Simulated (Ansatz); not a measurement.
Hf2Pd2Se2Br2O3:

```xyz
11
Lattice="7.5867 -1.7097 -1.1758 7.5867 1.7097 -1.1758 -2.0245 0.0000 13.0516" Properties=species:S:1:pos:R:3 pbc="T T T"
Hf   14.2165    0.0000   -1.4206
Hf    8.6262    0.0000    2.2691
Pd    1.6873    0.0000    6.2302
Pd    3.3945    0.0000    8.9390
Se   12.2827    0.0000    8.8683
Se   10.7952    0.0000    5.8168
Br    8.8069    0.0000   -0.7891
Br    3.1532    0.0000    3.1608
O     8.2058    0.0000    4.0943
O     5.7021    0.0000    0.0464
O     0.0207    0.0000    2.8206
```

The cell was built by a generator and needn't be a form met in nature.

Base run:

* Program: Ansatz 0.2.0
* Functional: PBE
* Potentials or basis: Ansatz PAW
* Cutoff: 420 eV
* Density cutoff: 1680 eV
* k mesh: 8 × 8 × 2
* Occupations: fermi-dirac, width 0.05 eV
* Spin: no spin polarisation
* Hubbard terms: Hf d U = 8 eV, Pd d U = 8 eV

Its results: band gap on the k mesh 1.29 eV, indirect (least direct gap 1.33 eV); pressure 3.0 GPa; largest force 0.760 eV/Å.

Q: The run is repeated on the same cell with these changes: hubbard terms from Hf d U = 8 eV, Pd d U = 8 eV to Hf d U = 2 eV, Pd d U = 2 eV. What comes out?

A: Band gap on the k mesh 1.06 eV, indirect (least direct gap 1.09 eV); pressure 0.6 GPa; largest force 0.183 eV/Å.

Caveats: spin-orbit coupling is left out, which moves the levels of the heavy elements.

A k mesh can miss the band edges.

Not every run made on this cell is shown here.
